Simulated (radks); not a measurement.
**Polarisabilities and dispersion coefficients of Ne, Mg²⁺, Al³⁺ and others**

One table from this session's results is given with a row withheld; the runs are named, their logs left out.

Program: radks (a radial shooting solver on a logarithmic mesh, Libxc functionals) version 1. Level of theory: non-relativistic Kohn-Sham, PBE, spin-polarised, spherical densities, point nucleus. These are calculated values, not measurements, unless marked.

## Starting point

| Quantity | Value |
| --- | --- |
| species | Ne ([Ne]), Mg²⁺ ([Ne]), Al³⁺ ([Ne]), Si⁴⁺ ([Ne]), P⁵⁺ ([Ne]), S⁶⁺ ([Ne]), Cl⁷⁺ ([Ne]), Ar⁸⁺ ([Ne]) |

The first run:

Input:

```text
Z 10
configuration [Ne]
relativity non-relativistic
functional pbe,pbe
spin polarised
nucleus point
response adiabatic LDA kernel
```

Steps of the session up to this table: Ne, [Ne]; Mg²⁺, [Ne]; Al³⁺, [Ne]; Si⁴⁺, [Ne]; P⁵⁺, [Ne]; S⁶⁺, [Ne]; Cl⁷⁺, [Ne]; Ar⁸⁺, [Ne].

One table of the session follows, with a row left open; its other results are not shown here.

```
species  −ε(HOMO) (eV)  α (bohr³)  α uncoupled (bohr³)  C6 (hartree bohr⁶)  C8 (hartree bohr⁸)
     Ne              ?          ?                    ?                   ?                   ?
   Mg²⁺         66.718     0.5145               0.5828              0.6232               3.760
   Al³⁺         104.13     0.2834               0.3189              0.2650               1.173
   Si⁴⁺         148.52     0.1714               0.1916              0.1280              0.4359
    P⁵⁺         199.82     0.1107               0.1230             0.06764              0.1834
    S⁶⁺         258.01    0.07504              0.08287             0.03829             0.08481
   Cl⁷⁺         323.06    0.05285              0.05806             0.02288             0.04223
   Ar⁸⁺         394.96    0.03838              0.04196             0.01429             0.02233
```

Estimate the missing values for Ne.

The run gave: −ε(HOMO) (eV): 13.347; α (bohr³): 3.104; α uncoupled (bohr³): 3.535; C6 (hartree bohr⁶): 7.488; C8 (hartree bohr⁸): 117.5. In the column «−ε(HOMO) (eV)» it is the lowest.

Uncoupled leaves out the potential induced by the response; C8 is given only where no p, d or f shell is open.
